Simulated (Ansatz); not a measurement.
# GeH₂− (doublet): wave-function methods side by side at distance Ge1–H3 = 1.624 Å, aug-cc-pVDZ

How much of the correlation energy of GeH₂− (doublet) does each wave-function method recover here?

Computed with Ansatz 0.2.0, Gaussian basis. Level: aug-cc-pVDZ, core rule «outside noble gas», up to 14 orbitals frozen.

Plan: UHF; CCSD(T) on ROHF; CCSD(T) on UHF; BCCD(T) on ROHF; CISD as a restricted active space (open shells left free, so some higher excitations enter); CCSDT(Q) on ROHF; CCSDT(Q) on UHF; CCSDTQ on ROHF; CASSCF and MRCISD+Q, 3 electrons in 3 orbitals; CASSCF and NEVPT2, 3 electrons in 3 orbitals; CASSCF and MRCISD+Q, 7 electrons in 6 orbitals; CASSCF and NEVPT2, 7 electrons in 6 orbitals.

## (1) The geometry

The geometry derives from a PBE0/def2-TZVPD stationary point (not a proven minimum). One bond is set to the value named and the two fragments are kept rigid. No spin-orbit coupling is included. The filled d shell of Ge may be among the frozen orbitals whatever the setting's name suggests.

3 atoms, charge -1, spin multiplicity 2.

Atoms are counted from 1 here; the program's logs count them from 0.

Bond lengths: Ge1–H2 1.624 Å, Ge1–H3 1.624 Å. Angles: H2–Ge1–H3 91.0°.

## (2) UHF

in.yaml

```yaml
crystal:
  periodic: [false, false, false]
  atoms:
    - {symbol: Ge, position_ang: [0.000000, -0.030750, 0.000000]}
    - {symbol: H, position_ang: [0.000000, 1.108044, -1.158429]}
    - {symbol: H, position_ang: [0.000000, 1.108039, 1.158434]}
basis:
  gaussian: {orbitals: aug-cc-pVDZ}
total_charge: -1
magnetization: {spin_polarized: true, initial_magnetization: 1}
hamiltonian: {xc: hf}
output: {orbitals: {seedname: orbitals}}
```

Run with:

```bash
$ ansatz run in.yaml --threads 1 --pin off --events-out ev --progress --plain --max-ram 4096MiB --backend cpu
```

After this run come: CCSD(T) on ROHF; CCSD(T) on UHF; BCCD(T) on ROHF; CISD as a restricted active space (open shells left free, so some higher excitations enter); CCSDT(Q) on ROHF; CCSDT(Q) on UHF; CCSDTQ on ROHF; CASSCF and MRCISD+Q, 3 electrons in 3 orbitals; CASSCF and NEVPT2, 3 electrons in 3 orbitals; CASSCF and MRCISD+Q, 7 electrons in 6 orbitals; CASSCF and NEVPT2, 7 electrons in 6 orbitals.

**Question.** What will the summary of the whole plan be? Wanted: RCCSDTQ from the RHF energy; RMP2 from RCCSDTQ; UMP2 from RCCSDTQ; RCCSD from RCCSDTQ; RCCSD(T) from RCCSDTQ; UCCSD(T) from RCCSDTQ; RCCSDT(Q) from RCCSDTQ; UCCSDT(Q) from RCCSDTQ; NEVPT2 pair from RCCSDTQ.

**Answer**, as computed:

| quantity | value |
| --- | --- |
| RCCSDTQ from the ROHF energy | -3.6698 eV |
| RMP2 from RCCSDTQ | +816.5 meV |
| UMP2 from RCCSDTQ | +829.8 meV |
| RCCSD from RCCSDTQ | +134.0 meV |
| RCCSD(T) from RCCSDTQ | +27.9 meV |
| UCCSD(T) from RCCSDTQ | +26.4 meV |
| RCCSDT(Q) from RCCSDTQ | +0.8 meV |
| UCCSDT(Q) from RCCSDTQ | -1.1 meV |
| NEVPT2 pair from RCCSDTQ | +820.5 meV |
| MRCISD+Q pair from RCCSDTQ | -2.1 meV |
| NEVPT2 valence from RCCSDTQ | +833.3 meV |
| levels within 1 kcal/mol (43 meV) | RCCSD(T), UCCSD(T), BCCD(T), RCCSDT, UCCSDT, RCCSDT(Q), UCCSDT(Q), MRCISD+Q pair, MRCISD+Q valence |
| T1 diagnostic | 0.020 |
| effectively unpaired electrons | 1.01 |

What this shows: RCCSD(T) misses by +27.9 meV, 0.8 % of the correlation energy. One determinant dominates. Of the multireference levels listed MRCISD+Q pair comes nearest in total energy (-2.1 meV), which doesn't show that its space is the better one. These misses are within one basis, not against nature; the frozen cores of restricted and unrestricted runs differ, which can shift their rows.

With open shells the CI space here admits some higher excitations, so it is larger than plain CISD.
